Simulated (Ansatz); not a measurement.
# CH₄GaNOS: how energies converge with the basis set

Aim: see how fast density functionals converge with the basis set for CH₄GaNOS.

The runs use Ansatz 0.2.0, Gaussian basis; one geometry, several basis sets.

Levels to be run: PBE0-D4/def2-SVP; ωB97M-V/def2-SVP; PBE0-D4/def2-QZVPP; ωB97M-V/def2-QZVPP; the functionals' def2-TZVPP values are taken from earlier runs.

### 1 Structure used throughout

All runs share one geometry, relaxed beforehand with PBE0-D4 in a triple-zeta def2 set.

9 atoms, charge 0, spin multiplicity 1.

Atoms are counted from 1 here; the program's logs count them from 0.

Bond lengths: N1–C2 1.500 Å, N1–Ga5 2.103 Å, N1–H6 1.018 Å, N1–H7 1.018 Å, C2–O3 1.192 Å, C2–S4 1.729 Å, S4–Ga5 2.335 Å, Ga5–H8 1.562 Å, Ga5–H9 1.563 Å. Angles: C2–N1–Ga5 95.7°, C2–N1–H6 108.1°, C2–N1–H7 109.0°, Ga5–N1–H6 111.8°, Ga5–N1–H7 124.0°, H6–N1–H7 106.9°, N1–C2–O3 120.4°, N1–C2–S4 108.8°, O3–C2–S4 130.8°, C2–S4–Ga5 81.9°, N1–Ga5–S4 72.4°, N1–Ga5–H8 107.4°, N1–Ga5–H9 107.0°, S4–Ga5–H8 113.5°, S4–Ga5–H9 114.7°, H8–Ga5–H9 126.9°.

Geometry (Å):

| atom | x (Å) | y (Å) | z (Å) |
| --- | --- | --- | --- |
| N1 | 0.76142 | 0.28216 | 0.15060 |
| C2 | 0.58257 | -0.47520 | -1.13127 |
| O3 | 1.53101 | -0.80617 | -1.77310 |
| S4 | -1.10662 | -0.73733 | -1.39212 |
| Ga5 | -1.23299 | 0.08841 | 0.78875 |
| H6 | 0.99223 | 1.24607 | -0.08145 |
| H7 | 1.55893 | -0.10082 | 0.65356 |
| H8 | -1.26856 | -1.03033 | 1.87780 |
| H9 | -1.81800 | 1.53321 | 0.90720 |

### 2 PBE0-D4 in def2-SVP

in.yaml

```yaml
crystal:
  periodic: [false, false, false]
  atoms:
    - {symbol: N, position_ang: [0.761423, 0.282165, 0.150601]}
    - {symbol: C, position_ang: [0.582572, -0.475202, -1.131266]}
    - {symbol: O, position_ang: [1.531009, -0.806169, -1.773098]}
    - {symbol: S, position_ang: [-1.106619, -0.737330, -1.392117]}
    - {symbol: Ga, position_ang: [-1.232993, 0.088406, 0.788752]}
    - {symbol: H, position_ang: [0.992232, 1.246072, -0.081452]}
    - {symbol: H, position_ang: [1.558933, -0.100816, 0.653565]}
    - {symbol: H, position_ang: [-1.268558, -1.030334, 1.877804]}
    - {symbol: H, position_ang: [-1.817999, 1.533208, 0.907202]}
basis:
  gaussian: {orbitals: def2-SVP}
hamiltonian: {xc: pbe0, dispersion: d4}
output: {orbitals: {seedname: orbitals}}
```

Started as:

```bash
ansatz run in.yaml --threads 4 --pin off --events-out ev --progress --plain --max-ram 10444MiB
```

After this run come: ωB97M-V in def2-SVP; PBE0-D4 in def2-QZVPP; ωB97M-V in def2-QZVPP.

**Question.** What will the summary of the whole plan be? Wanted: PBE0-D4: double and triple zeta above quadruple; ωB97M-V: double and triple zeta above quadruple.

**Answer**, as computed:

```
                                       quantity           value
PBE0-D4: double and triple zeta above quadruple  17.56, 1.76 eV
ωB97M-V: double and triple zeta above quadruple  17.59, 1.69 eV
```

What this shows: For PBE0-D4 the step from double to triple zeta gains 15.80 eV and the next only 1.76 eV. These are total energies; as a rule much of such shifts cancels in differences, which this series doesn't test. The LUMO of ωB97M-V is positive and keeps falling with the basis (1.38 to 0.60 eV): an unbound level that the basis holds in place.
